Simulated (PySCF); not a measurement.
# CH₁₀N₂OSi₄: magnetic properties

Wanted: magnetic properties for CH₁₀N₂OSi₄ (`N#C[SiH2]N([SiH3])[SiH2]O[SiH3]`).

Programs: PySCF 2.14.0, with routines of our own; each step states its level. All values are computed. Atoms count from 0.

## (1) The system as given

18 atoms, charge 0, multiplicity 1; geometry from: GFN2-xTB.

## (2) Magnetic properties: GIAO HF/pcSseg-1

Job settings and geometry (Å):

```
{"job": {"kind": "mag", "xc": "HF", "basis": "pcSseg-1", "isotopologues": 2}, "charge": 0, "multiplicity": 1}
N     -0.565336     2.477563     1.858187
C     -1.163652     1.806226     1.148016
Si    -2.094582     0.694678    -0.036957
N     -0.959832    -0.278026    -0.913352
Si    -0.790540    -1.985873    -0.593579
Si     0.277167     0.516587    -1.859459
O      1.682617     0.487405    -1.072857
Si     2.628527     0.186413     0.214379
H     -2.813554     1.570738    -0.964835
H     -2.957938    -0.157190     0.777116
H     -2.153286    -2.510373    -0.480316
H     -0.054045    -2.211702     0.654368
H     -0.096990    -2.588914    -1.728859
H     -0.090881     1.914851    -2.032116
H      0.472691    -0.235737    -3.091125
H      2.046547     0.820024     1.393488
H      2.715481    -1.268507     0.367576
H      3.908847     0.768154    -0.180850
```

Level: GIAO HF/pcSseg-1 magnetisability, rotational g tensor and spin-rotation constants, non-relativistic, gas phase.

Run with:

```bash
OMP_NUM_THREADS=1 python excited_run.py task.json out
```

The driver reads the jobs from task.json and runs them one after another.

What it wrote:

```text
final grid: 145824 points
cycle   1  E = -1383.0754779490  dE =  7.632e-01  |g| = 7.703e-01  |ddm| = 3.877e+00
cycle   2  E = -1383.1918871593  dE = -1.164e-01  |g| = 5.239e-01  |ddm| = 9.394e-01
cycle   3  E = -1383.2447143994  dE = -5.283e-02  |g| = 1.009e-01  |ddm| = 3.697e-01
cycle   4  E = -1383.2479375439  dE = -3.223e-03  |g| = 4.404e-02  |ddm| = 1.359e-01
cycle   5  E = -1383.2483478949  dE = -4.104e-04  |g| = 7.708e-03  |ddm| = 4.236e-02
cycle   6  E = -1383.2483704610  dE = -2.257e-05  |g| = 2.750e-03  |ddm| = 1.224e-02
cycle   7  E = -1383.2483729117  dE = -2.451e-06  |g| = 8.149e-04  |ddm| = 4.287e-03
cycle   8  E = -1383.2483731359  dE = -2.242e-07  |g| = 2.950e-04  |ddm| = 1.267e-03
cycle   9  E = -1383.2483731623  dE = -2.641e-08  |g| = 7.933e-05  |ddm| = 3.031e-04
cycle  10  E = -1383.2483731680  dE = -5.728e-09  |g| = 3.324e-05  |ddm| = 1.663e-04
cycle  11  E = -1383.2483731697  dE = -1.642e-09  |g| = 1.747e-05  |ddm| = 6.830e-05
cycle  12  E = -1383.2483731702  dE = -5.457e-10  |g| = 6.372e-06  |ddm| = 4.802e-05
converged SCF energy = -1383.2483731702

Magnetisability tensor (1e-30 J/T^2)
    -1464.29        3.08     -121.86
        3.08    -1473.24      -38.39
     -121.86      -38.39    -1475.57
isotropic -1471.03   principal values   -1597.36  -1474.20  -1341.54
isotropic susceptibility -88.588 1e-6 cm^3/mol

Inertial axes            a          b          c
rot. const./GHz      1.0540     0.8462     0.6179
chi total           -86.163    -92.102    -87.498
chi diamagnetic   -1276.953  -1553.710  -2040.989
chi paramagnetic   1190.789   1461.608   1953.491
quadrupole/D A        9.046    -14.019      4.973
g nuclear            0.5561     0.5619     0.5485
g electronic        -0.5897    -0.5811    -0.5671
g total             -0.0336    -0.0192    -0.0186

Spin-rotation constants (kHz, H = +C I.J)
atom  isotope        aa         bb         cc
  0    14N        0.256      0.055      0.160
  3    14N        0.025      0.033      0.018
  8     1H       -0.066     -0.087      0.010
  9     1H       -0.040     -0.077     -0.014
 10     1H        0.018     -0.058     -0.059
 11     1H       -0.076     -0.060      0.000
 12     1H       -0.047     -0.019     -0.050
 13     1H       -0.084     -0.031     -0.017
 14     1H       -0.089      0.008     -0.041
 15     1H       -0.045     -0.011     -0.046
 16     1H       -0.088     -0.013     -0.024
 17     1H        0.020     -0.067     -0.046
  1    13C*       0.425      0.058      0.276
  2   29Si*      -0.509     -0.457     -0.317
  4   29Si*      -0.577     -0.429     -0.321
  5   29Si*      -0.568     -0.448     -0.331
  6    17O*      -0.064     -0.059     -0.049
  7   29Si*      -0.560     -0.454     -0.317
* in the singly substituted isotopologue

Isotopologues: g along a, b, c
2H    at 8,9,10,11,12,1    -0.0304    -0.0173    -0.0171
15N   at 0                 -0.0329    -0.0191    -0.0184
```

It took 31 s on 1 thread of Arm Neoverse V1, shared host; peak memory 0.91 GiB.

In short:

| quantity | value |
| --- | --- |
| magnetisability | -1471·10⁻³⁰ J/T² |
| molar susceptibility | -88.6·10⁻⁶ cm³/mol |
| rotational g (a, b, c) | -0.0336, -0.0192, -0.0186 |

## (3) Magnetic properties: GIAO KT3/6-31G* in cyclohexane

The job, as its differences from that of step 2:

```diff
@@ -1,2 +1,2 @@
-{"job": {"kind": "mag", "xc": "HF", "basis": "pcSseg-1", "isotopologues": 2}, "charge": 0, "multiplicity": 1}
+{"job": {"kind": "mag", "xc": "KT3", "basis": "6-31G*", "solvent": "cyclohexane"}, "charge": 0, "multiplicity": 1}
 N     -0.565336     2.477563     1.858187
```

Method: GIAO KT3/6-31G* magnetisability, non-relativistic, IEF-PCM cyclohexane.

What it wrote:

```text
coarse grid: 16992 points
cycle   1  E = -1399.2984740174  dE =  7.454e-01  |g| = 1.030e+00  |ddm| = 4.097e+00
cycle   2  E = -1398.3033196712  dE =  9.952e-01  |g| = 2.311e+00  |ddm| = 3.240e+00
cycle   3  E = -1399.5007921317  dE = -1.197e+00  |g| = 2.854e-01  |ddm| = 2.687e+00
cycle   4  E = -1399.5044682331  dE = -3.676e-03  |g| = 2.700e-01  |ddm| = 3.844e-01
cycle   5  E = -1399.5203170229  dE = -1.585e-02  |g| = 7.206e-02  |ddm| = 2.330e-01
cycle   6  E = -1399.5214968015  dE = -1.180e-03  |g| = 2.382e-02  |ddm| = 7.538e-02
cycle   7  E = -1399.5216253074  dE = -1.285e-04  |g| = 5.598e-03  |ddm| = 2.540e-02
cycle   8  E = -1399.5216336437  dE = -8.336e-06  |g| = 6.767e-04  |ddm| = 7.236e-03
final grid: 145824 points
cycle   9  E = -1399.3495769859  dE = -4.707e-05  |g| = 1.663e-02  |ddm| = 3.783e-02
cycle  10  E = -1399.3494098206  dE =  1.672e-04  |g| = 3.359e-02  |ddm| = 4.139e-02
cycle  11  E = -1399.3496290170  dE = -2.192e-04  |g| = 1.154e-03  |ddm| = 2.913e-02
cycle  12  E = -1399.3496292945  dE = -2.774e-07  |g| = 5.508e-04  |ddm| = 1.498e-03
cycle  13  E = -1399.3496293597  dE = -6.518e-08  |g| = 1.638e-04  |ddm| = 5.826e-04
cycle  14  E = -1399.3496293640  dE = -4.331e-09  |g| = 1.020e-04  |ddm| = 1.647e-04
cycle  15  E = -1399.3496293665  dE = -2.529e-09  |g| = 1.138e-05  |ddm| = 8.739e-05
cycle  16  E = -1399.3496293665  dE = -3.320e-11  |g| = 1.848e-06  |ddm| = 1.532e-05
converged SCF energy = -1399.3496293665

Magnetisability tensor (1e-30 J/T^2)
    -1369.11        7.08     -130.11
        7.08    -1382.37      -32.98
     -130.11      -32.98    -1384.17
isotropic -1378.55   principal values   -1509.90  -1384.95  -1240.81
isotropic susceptibility -83.018 1e-6 cm^3/mol

Inertial axes            a          b          c
rot. const./GHz      1.0540     0.8462     0.6179
chi total           -80.331    -86.345    -82.379
chi diamagnetic   -1268.168  -1545.528  -2032.064
chi paramagnetic   1187.837   1459.184   1949.684
quadrupole/D A        8.784    -13.257      4.472
```

Run time: 28 s. Hardware: 1 thread of Arm Neoverse V1, shared host; peak memory 0.67 GiB.

From this job:

| quantity | value |
| --- | --- |
| magnetisability | -1379·10⁻³⁰ J/T² |
| molar susceptibility | -83.0·10⁻⁶ cm³/mol |

## (4) Magnetic properties: GIAO PBE/STO-3G

The job, as its differences from that of step 3:

```diff
@@ -1,4 +1,4 @@
-{"job": {"kind": "mag", "xc": "KT3", "basis": "6-31G*", "solvent": "cyclohexane"}, "charge": 0, "multiplicity": 1}
+{"job": {"kind": "mag", "xc": "PBE", "basis": "STO-3G", "scf": {"damp": 2.0, "max_cycle": 76}}, "charge": 0, "multiplicity": 1}
 N     -0.565336     2.477563     1.858187
-C     -1.163652     1.806226     1.148016
+C     -0.625168     2.410429     1.787170
 Si    -2.094582     0.694678    -0.036957
```

Method: GIAO PBE/STO-3G magnetisability, rotational g tensor and spin-rotation constants, non-relativistic, gas phase.

What it wrote:

```text
damping 2.00 in the first 6 cycles
final grid: 145824 points
cycle   1  E = -1249.4069934825  dE =  3.781e+01  |g| = 1.198e+00  |ddm| = 6.561e+01
cycle   2  E = -1244.7513175052  dE =  4.656e+00  |g| = 2.880e+00  |ddm| = 3.975e+01
cycle   3  E = -1210.0528226458  dE =  3.470e+01  |g| = 6.078e+00  |ddm| = 2.187e+01
cycle   4  E = -1082.6635730625  dE =  1.274e+02  |g| = 6.484e+00  |ddm| = 3.370e+01
cycle   5  E = -970.0182476176  dE =  1.126e+02  |g| = 4.332e+00  |ddm| = 5.739e+00
cycle   6  E = -1189.7008449009  dE = -2.197e+02  |g| = 3.564e+00  |ddm| = 3.251e+02
cycle   7  E = -1161.3883683241  dE =  2.831e+01  |g| = 6.423e+00  |ddm| = 3.127e+02
cycle   8  E = -1216.7449291010  dE = -5.536e+01  |g| = 3.746e+00  |ddm| = 1.720e+01
cycle   9  E = -1227.1480272711  dE = -1.040e+01  |g| = 4.977e+00  |ddm| = 1.501e+01
cycle  10  E = -1239.6041270027  dE = -1.246e+01  |g| = 3.819e+00  |ddm| = 8.445e+00
cycle  11  E = -1231.0995599678  dE =  8.505e+00  |g| = 5.264e+00  |ddm| = 9.136e+00
cycle  12  E = -1227.7300963125  dE =  3.369e+00  |g| = 5.825e+00  |ddm| = 3.633e+00
cycle  13  E = -1229.3474245811  dE = -1.617e+00  |g| = 5.817e+00  |ddm| = 1.492e+00
cycle  14  E = -1225.8552766832  dE =  3.492e+00  |g| = 5.142e+00  |ddm| = 3.523e+00
cycle  15  E = -1190.5580899769  dE =  3.530e+01  |g| = 3.696e+00  |ddm| = 3.038e+02
cycle  16  E = -1241.1426528053  dE = -5.058e+01  |g| = 3.516e+00  |ddm| = 3.025e+02
cycle  17  E = -1220.4972590117  dE =  2.065e+01  |g| = 4.645e+00  |ddm| = 1.071e+01
cycle  18  E = -1225.6434247873  dE = -5.146e+00  |g| = 5.012e+00  |ddm| = 6.885e+00
cycle  19  E = -1225.9471638836  dE = -3.037e-01  |g| = 5.217e+00  |ddm| = 6.705e+00
cycle  20  E = -1225.2827584892  dE =  6.644e-01  |g| = 5.262e+00  |ddm| = 6.530e+00
cycle  21  E = -1225.5792992019  dE = -2.965e-01  |g| = 4.958e+00  |ddm| = 1.316e+00
cycle  22  E = -1224.8434538493  dE =  7.358e-01  |g| = 5.431e+00  |ddm| = 1.726e+00
cycle  23  E = -1221.7417177615  dE =  3.102e+00  |g| = 5.976e+00  |ddm| = 3.153e+00
cycle  24  E = -1201.9840741430  dE =  1.976e+01  |g| = 4.472e+00  |ddm| = 2.169e+02
cycle  25  E = -1241.2700844219  dE = -3.929e+01  |g| = 3.191e+00  |ddm| = 2.155e+02
cycle  26  E = -1240.5583986737  dE =  7.117e-01  |g| = 2.335e+00  |ddm| = 3.210e+01
cycle  27  E = -1249.6577786536  dE = -9.099e+00  |g| = 6.000e-01  |ddm| = 1.438e+01
cycle  28  E = -1249.6648706519  dE = -7.092e-03  |g| = 5.527e-01  |ddm| = 5.019e+00
cycle  29  E = -1249.7852839595  dE = -1.204e-01  |g| = 1.430e-01  |ddm| = 2.504e+00
cycle  30  E = -1249.7779768905  dE =  7.307e-03  |g| = 2.322e-01  |ddm| = 9.440e-01
cycle  31  E = -1249.7882082761  dE = -1.023e-02  |g| = 1.518e-01  |ddm| = 2.293e-01
cycle  32  E = -1249.7949673306  dE = -6.759e-03  |g| = 6.928e-02  |ddm| = 4.468e-01
cycle  33  E = -1249.7965784706  dE = -1.611e-03  |g| = 9.693e-03  |ddm| = 2.490e-01
cycle  34  E = -1249.7966101964  dE = -3.173e-05  |g| = 2.311e-03  |ddm| = 8.816e-02
cycle  35  E = -1249.7966121794  dE = -1.983e-06  |g| = 5.597e-04  |ddm| = 1.860e-02
cycle  36  E = -1249.7966122950  dE = -1.156e-07  |g| = 1.233e-04  |ddm| = 2.894e-03
cycle  37  E = -1249.7966123020  dE = -7.004e-09  |g| = 1.498e-05  |ddm| = 8.779e-04
cycle  38  E = -1249.7966123020  dE = -8.185e-11  |g| = 4.109e-06  |ddm| = 1.132e-04
converged SCF energy = -1249.7966123020

Magnetisability tensor (1e-30 J/T^2)
    -1219.26     -135.15     -214.88
     -135.15    -1378.81     -230.92
     -214.88     -230.92    -1386.35
isotropic -1328.14   principal values   -1734.14  -1180.31  -1069.96
isotropic susceptibility -79.982 1e-6 cm^3/mol

Inertial axes            a          b          c
rot. const./GHz      0.9465     0.8607     0.5881
chi total           -67.545   -101.651    -70.752
chi diamagnetic   -1339.724  -1528.562  -2084.368
chi paramagnetic   1272.179   1426.912   2013.617
quadrupole/D A      -29.246     42.489    -13.244
g nuclear            0.5527     0.5619     0.5465
g electronic        -0.5657    -0.5770    -0.5563
g total             -0.0129    -0.0151    -0.0098

Spin-rotation constants (kHz, H = +C I.J)
atom  isotope        aa         bb         cc
  0    14N       -0.218     -0.033     -0.149
  3    14N       -0.032     -0.014     -0.009
  8     1H       -0.058     -0.063      0.007
  9     1H       -0.044     -0.058     -0.010
 10     1H       -0.000     -0.052     -0.050
 11     1H       -0.076     -0.045     -0.011
 12     1H       -0.038     -0.031     -0.043
 13     1H       -0.071     -0.029     -0.017
 14     1H       -0.072      0.006     -0.041
 15     1H       -0.028     -0.040     -0.054
 16     1H       -0.080     -0.023     -0.026
 17     1H       -0.000     -0.065     -0.047
  1    13C*      -0.937     -0.075     -0.586
  2   29Si*      -0.195     -0.317     -0.251
  4   29Si*      -0.368     -0.283     -0.216
  5   29Si*      -0.332     -0.384     -0.218
  6    17O*       0.066      0.091      0.027
  7   29Si*      -0.342     -0.316     -0.164
* in the singly substituted isotopologue
```

It took 35 s on 1 thread of Arm Neoverse V1, shared host; peak memory 0.42 GiB.

It converged, yet the result is unsound: one atom of the first bond was moved so that the bond is 0.1 times as long; the basis STO-3G is minimal.

## (5) Results

```
                                         quantity                               value
       magnetisability (step 2, GIAO HF/pcSseg-1)                    -1471·10⁻³⁰ J/T²
  molar susceptibility (step 2, GIAO HF/pcSseg-1)                  -88.6·10⁻⁶ cm³/mol
rotational g (a, b, c) (step 2, GIAO HF/pcSseg-1)           -0.0336, -0.0192, -0.0186
                                             runs  0 failed, 1 ended on unsound input
```

What this shows: The values above hold for this geometry and these levels alone. Vibrational averaging and real surroundings are missing from these values.
